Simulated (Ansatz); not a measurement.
# GdSe: the cost of one run

Program: Ansatz 0.2.0. Level of theory: DFT LDA, with the methods named in each step. These are calculated values, not measurements.

3 further runs of the same task are left out: 3 set aside as unsound or not needed.

**1. The system as given**

The structure is cubic, space group Fm-3m (No. 225). The conventional cell has a = 5.771 Å, b = 5.771 Å, c = 5.771 Å, α = 90.00°, β = 90.00°, γ = 90.00°. Around Gd (site symmetry m-3m) lie 6 Se at 2.89 Å. Se (site symmetry m-3m) has 6 Gd at 2.89 Å as nearest neighbours.

Coordinates:

```cif
data_structure
_symmetry_space_group_name_H-M 'Fm-3m'
_symmetry_Int_Tables_number 225
_cell_length_a 5.7710
_cell_length_b 5.7710
_cell_length_c 5.7710
_cell_angle_alpha 90.000
_cell_angle_beta 90.000
_cell_angle_gamma 90.000
_cell_volume 192.20
loop_
_atom_site_label
_atom_site_type_symbol
_atom_site_symmetry_multiplicity
_atom_site_Wyckoff_symbol
_atom_site_fract_x
_atom_site_fract_y
_atom_site_fract_z
_atom_site_occupancy
Gd1 Gd 4 a 0.00000 0.00000 0.00000 1
Se1 Se 4 b 0.50000 0.00000 0.00000 1
```

The file gives the conventional cell by its symmetry; the runs use the cell typed in the input.

Atoms are numbered in the order of the input: Gd1, Se2.

**2. Collinear moments without spin-orbit coupling, PAW**

Input file input.yaml:

```yaml
crystal:
  lattice:
    - [0.0, 2.8855, 2.8855]
    - [2.8855, 0.0, 2.8855]
    - [2.8855, 2.8855, 0.0]
  atoms:
    - { symbol: Gd, position: [0.0, 0.0, 0.0], spin: 7.0 }
    - { symbol: Se, position: [0.5, 0.5, 0.5] }
magnetization:
  spin_polarized: true
kpoints:
  mp_grid: { grid: [7, 7, 7] }
scf:
  occupations: { method: fermi_dirac, width: 0.05 }
hamiltonian:
  xc: lda
  pseudopotentials: { kind: paw }
output:
  forces: true
  stress: true
  eigenvalues: true
```

Started as:

```bash
$ ansatz run input.yaml --threads 3 --pin off --max-ram 6144MiB --backend cpu --events-out ev --progress --plain --runs-dir out
```

**Question.** How long does this run take on 3 threads of Arm Neoverse V1, shared host, and how much memory does it need?

About 2.5 s, with a peak of 0.38 GiB.
